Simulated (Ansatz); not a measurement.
# C₂H₅NSSi: one species, many methods

An exercise on one series of results from a longer session: the logs are not shown, and one member is left open.

Program: Ansatz 0.2.0, Gaussian basis. Level of theory: functionals in def2-TZVPP, the program's frozen cores in correlated methods. These are calculated values, not measurements.

Plan: PBE-D4, r2SCAN-D4, PBE0-D4, B3LYP-D4, ωB97X-V, ωB97M-V, B2PLYP; CCSD(T)/def2-TZVPP; MP2/def2-QZVPP; extrapolation to the limit.

## The geometry

An earlier PBE0-D4 in a triple-zeta def2 set relaxation fixed the geometry.

10 atoms, charge 0, spin multiplicity 1.

Atoms are counted from 1 here; the program's logs count them from 0.

Bond lengths: Si1–S2 2.161 Å, Si1–H6 1.480 Å, Si1–H7 1.480 Å, Si1–H8 1.484 Å, S2–C3 1.701 Å, C3–C4 1.275 Å, C3–N5 1.497 Å, C4–N5 1.511 Å, C4–H9 1.073 Å, N5–H10 1.026 Å. Angles: S2–Si1–H6 111.3°, S2–Si1–H7 110.3°, S2–Si1–H8 102.5°, H6–Si1–H7 111.3°, H6–Si1–H8 110.4°, H7–Si1–H8 110.7°, Si1–S2–C3 96.4°, S2–C3–C4 158.2°, S2–C3–N5 136.2°, C4–C3–N5 65.5°, C3–C4–N5 64.3°, C3–C4–H9 157.2°, N5–C4–H9 138.1°, C3–N5–C4 50.2°, C3–N5–H10 107.7°, C4–N5–H10 108.0°.

Set-up of the first run:

in.yaml

```yaml
crystal:
  periodic: [false, false, false]
  atoms:
    - {symbol: Si, position_ang: [-1.297688, -1.205491, -0.612036]}
    - {symbol: S, position_ang: [-0.804811, 0.826440, -1.157988]}
    - {symbol: C, position_ang: [0.550888, 0.971966, -0.140571]}
    - {symbol: C, position_ang: [1.674379, 1.404658, 0.280153]}
    - {symbol: N, position_ang: [1.089228, 0.245742, 1.052311]}
    - {symbol: H, position_ang: [-0.225667, -2.144649, -1.010787]}
    - {symbol: H, position_ang: [-1.576175, -1.293416, 0.838589]}
    - {symbol: H, position_ang: [-2.529145, -1.460191, -1.399197]}
    - {symbol: H, position_ang: [2.579103, 1.980739, 0.268043]}
    - {symbol: H, position_ang: [0.622989, 0.622902, 1.884384]}
basis:
  gaussian: {orbitals: def2-TZVPP}
hamiltonian: {xc: pbe, dispersion: d4}
output: {forces: true, orbitals: {seedname: orbitals}}
```

Launch:

```sh
ansatz run in.yaml --threads 4 --pin off --events-out ev --progress --plain --max-ram 10444MiB
```

Among the steps run: PBE-D4 (GGA); r2SCAN-D4 (meta-GGA); PBE0-D4 (hybrid); B3LYP-D4 (hybrid); ωB97X-V (range-separated); ωB97M-V (range-separated); B2PLYP (double hybrid); CCSD(T) in def2-TZVPP; MP2 in def2-QZVPP.

One table of the session follows, with a row left open; its other results are not shown here.

```
            method  atomisation energy (kJ/mol)
            PBE-D4                            ?
         r2SCAN-D4                       3452.6
           PBE0-D4                       3467.8
          B3LYP-D4                       3444.8
           ωB97X-V                       3466.1
           ωB97M-V                       3461.1
            B2PLYP                       3394.5
     HF/def2-TZVPP                       2284.0
    MP2/def2-TZVPP                       3391.7
   CCSD/def2-TZVPP                       3239.3
CCSD(T)/def2-TZVPP                       3317.7
           MP2/CBS                       3508.9
       CCSD(T)/CBS                       3435.0
```

Estimate the missing values for PBE-D4.

**Answer.** atomisation energy (kJ/mol): 3563.6. In the column «atomisation energy (kJ/mol)» it is the highest.

Among the levels timed on like hardware and quicker than the yardstick, those that no quicker one beats, quickest first: PBE-D4 (2.1 s, +128.6 kJ/mol); PBE0-D4 (2.3 s, +32.8 kJ/mol); B3LYP-D4 (3.7 s, +9.8 kJ/mol).

B2PLYP carry no dispersion term (for B3LYP, D4 adds 40.9 kJ/mol).
